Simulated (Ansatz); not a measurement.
Predict the output of the script below (the Ansatz DFT code, driven from Python).

`ho2teo2.py`:
```python
'''D3 and D4 dispersion energy of Ho2TeO2, with no SCF.'''

import ansatz as az
import numpy as np

vectors0 = np.array([
    [-1.946901, 1.946901, 6.188075],
    [1.946901, -1.946901, 6.188075],
    [1.946901, 1.946901, -6.188075],
])
sites = [
    ('Ho', (0.336734, 0.336734, 0.0), 5.2),
    ('Ho', (0.663266, 0.663266, 0.0), -5.2),
    ('Te', (0.0, 0.0, 0.0), 0.0),
    ('O', (0.75, 0.25, 0.5), 0.0),
    ('O', (0.25, 0.75, 0.5), 0.0),
]


def make_crystal(cell):
    crystal = az.Crystal(lattice=az.Lattice.of(cell))
    for symbol, position, moment in sites:
        crystal = crystal.atom(symbol, position, moment=moment or None)
    return crystal


def main() -> None:
    atoms = [(site[0], site[1]) for site in sites]
    print('dispersion energy and pressure at linear scale factors', (0.97, 1.0, 1.03, 1.06))
    for functional in (az.Functional.PBESOL, az.Functional.PBE0):
        for method in ('d3bj', 'd4'):
            damping = az.dispersion_damping(method=method, xc=functional)
            line = []
            for scale in (0.97, 1.0, 1.03, 1.06):
                term = az.pairwise_dispersion(vectors=(vectors0 * scale).tolist(), atoms=atoms, damping=damping, periodic=(True, True, True))
                line.append(f'{term.energy_ev / len(atoms):.4f} eV/atom, {np.trace(term.stress_gpa) / 3:.2f} GPa')
            print(functional.value, method, '|', ' | '.join(line))
    print('charges of the D4 model in the last cell:', np.round(term.partial_charges_e, 3))


if __name__ == '__main__':
    main()
```

```console
$ python ho2teo2.py
dispersion energy and pressure at linear scale factors (0.97, 1.0, 1.03, 1.06)
pbesol d3bj | -0.3434 eV/atom, -3.31 GPa | -0.3124 eV/atom, -2.77 GPa | -0.2849 eV/atom, -2.32 GPa | -0.2604 eV/atom, -1.95 GPa
pbesol d4 | -0.1813 eV/atom, -1.77 GPa | -0.1648 eV/atom, -1.47 GPa | -0.1503 eV/atom, -1.22 GPa | -0.1375 eV/atom, -1.01 GPa
pbe0 d3bj | -0.3808 eV/atom, -3.70 GPa | -0.3464 eV/atom, -3.05 GPa | -0.3162 eV/atom, -2.53 GPa | -0.2897 eV/atom, -2.11 GPa
pbe0 d4 | -0.2985 eV/atom, -2.96 GPa | -0.2711 eV/atom, -2.43 GPa | -0.2470 eV/atom, -2.01 GPa | -0.2260 eV/atom, -1.67 GPa
charges of the D4 model in the last cell: [ 0.916  0.916 -0.396 -0.718 -0.718]
```

The structure comes from a database and needn't be a stable phase.
